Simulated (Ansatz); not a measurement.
# Al2Cl4F2: up Jacob's ladder to CCSD(T)

One table from this session's results is given with a row withheld; the runs are named, their logs left out.

Computed with Ansatz 0.2.0, Gaussian basis. Level: functionals in def2-TZVPP, the program's frozen cores in correlated methods.

The runs, in order: LDA (SPW92), PBE-D4, revPBE-D4, BLYP-D4, r2SCAN-D4, B97M-V, PBE0-D4, B3LYP-D4, r2SCANh-D4, r2SCAN0-D4, HSE06-D4, BHLYP-D4, CAM-B3LYP-D4, LC-ωPBE, ωB97X-V, ωB97M-V, B2PLYP, PBE-QIDH; CCSD(T)/def2-SVP; MP2/def2-TZVPP; MP2/def2-QZVPP; RPA on PBE.

## The relaxed structure

An earlier PBE0-D4 in a triple-zeta def2 set relaxation fixed the geometry.

SMILES `[Cl][Al-]1([Cl])[F+][Al-]([Cl])([Cl])[F+]1`, 8 atoms, charge 0, spin multiplicity 1.

Atoms are counted from 1 here; the program's logs count them from 0.

Bond lengths: Cl1–Al2 2.066 Å, Al2–Cl3 2.066 Å, Al2–F4 1.808 Å, Al2–F8 1.807 Å, F4–Al5 1.807 Å, Al5–Cl6 2.066 Å, Al5–Cl7 2.066 Å, Al5–F8 1.808 Å. Angles: Cl1–Al2–Cl3 124.2°, Cl1–Al2–F4 111.0°, Cl1–Al2–F8 111.0°, Cl3–Al2–F4 110.9°, Cl3–Al2–F8 111.0°, F4–Al2–F8 80.4°, Al2–F4–Al5 99.6°, F4–Al5–Cl6 111.0°, F4–Al5–Cl7 111.0°, F4–Al5–F8 80.4°, Cl6–Al5–Cl7 124.2°, Cl6–Al5–F8 111.0°, Cl7–Al5–F8 110.9°, Al2–F8–Al5 99.6°.

As a file:

```xyz
8
charge 0, multiplicity 1
Cl   -0.8797   -2.3010    1.6674
Al    0.3632   -1.2791    0.3717
Cl    2.1165   -2.0494   -0.4034
F     0.5909    0.4320    0.9084
Al   -0.3634    1.2791   -0.3715
Cl   -2.1163    2.0513    0.4026
Cl    0.8807    2.2991   -1.6676
F    -0.5919   -0.4320   -0.9076
```

The first run:

File in.yaml:

```yaml
crystal:
  periodic: [false, false, false]
  atoms:
    - {symbol: Cl, position_ang: [-0.879654, -2.300980, 1.667430]}
    - {symbol: Al, position_ang: [0.363236, -1.279100, 0.371672]}
    - {symbol: Cl, position_ang: [2.116507, -2.049389, -0.403424]}
    - {symbol: F, position_ang: [0.590867, 0.431967, 0.908402]}
    - {symbol: Al, position_ang: [-0.363447, 1.279092, -0.371513]}
    - {symbol: Cl, position_ang: [-2.116264, 2.051328, 0.402616]}
    - {symbol: Cl, position_ang: [0.880694, 2.299126, -1.667554]}
    - {symbol: F, position_ang: [-0.591940, -0.432045, -0.907618]}
basis:
  gaussian: {orbitals: def2-TZVPP}
hamiltonian: {xc: lda}
output: {orbitals: {seedname: orbitals}}
```

On the command line:

```sh
> ansatz run in.yaml --threads 4 --pin off --events-out ev --progress --plain --max-ram 11315MiB
```

Steps of the session up to this table: LDA; PBE-D4 (GGA); revPBE-D4 (GGA); BLYP-D4 (GGA); r2SCAN-D4 (meta-GGA); B97M-V (meta-GGA); B3LYP-D4 (hybrid); r2SCANh-D4 (hybrid); r2SCAN0-D4 (hybrid); HSE06-D4 (hybrid); BHLYP-D4 (hybrid); CAM-B3LYP-D4 (range-separated); LC-ωPBE (range-separated); ωB97X-V (range-separated); ωB97M-V (range-separated); B2PLYP (double hybrid); PBE-QIDH (double hybrid).

One table of the session follows, with a row left open; its other results are not shown here.

It belongs to the step «Frontier levels by functional». 

| functional | HOMO (eV) | gap (eV) |
| --- | --- | --- |
| LDA (SPW92) | -8.33 | 6.17 |
| PBE-D4 | -8.18 | 6.37 |
| revPBE-D4 | -8.12 | 6.49 |
| BLYP-D4 | -7.99 | 6.27 |
| r2SCAN-D4 | -8.57 | 7.27 |
| B97M-V | -8.63 | 7.16 |
| PBE0-D4 | -9.62 | 8.71 |
| B3LYP-D4 | -9.31 | 8.12 |
| r2SCANh-D4 | -9.09 | 8.07 |
| r2SCAN0-D4 | -9.87 | 9.26 |
| HSE06-D4 | -9.21 | 7.94 |
| BHLYP-D4 | ? | ? |
| CAM-B3LYP-D4 | -10.98 | 11.01 |
| LC-ωPBE | -12.46 | 13.82 |
| ωB97X-V | -12.06 | 13.20 |
| ωB97M-V | -11.87 | 12.70 |

Q: Estimate the row for BHLYP-D4 from the others.

Worked estimate for «HOMO (eV)». Against the share of exact exchange, BLYP-D4 (0, -7.99), B3LYP-D4 (0.2, -9.31) give a slope of -6.60 per unit share; at 0.5 the line stands at -11.29.

The run gave: HOMO (eV): -10.88; gap (eV): 10.83. In «HOMO (eV)» the line misses by -0.41.
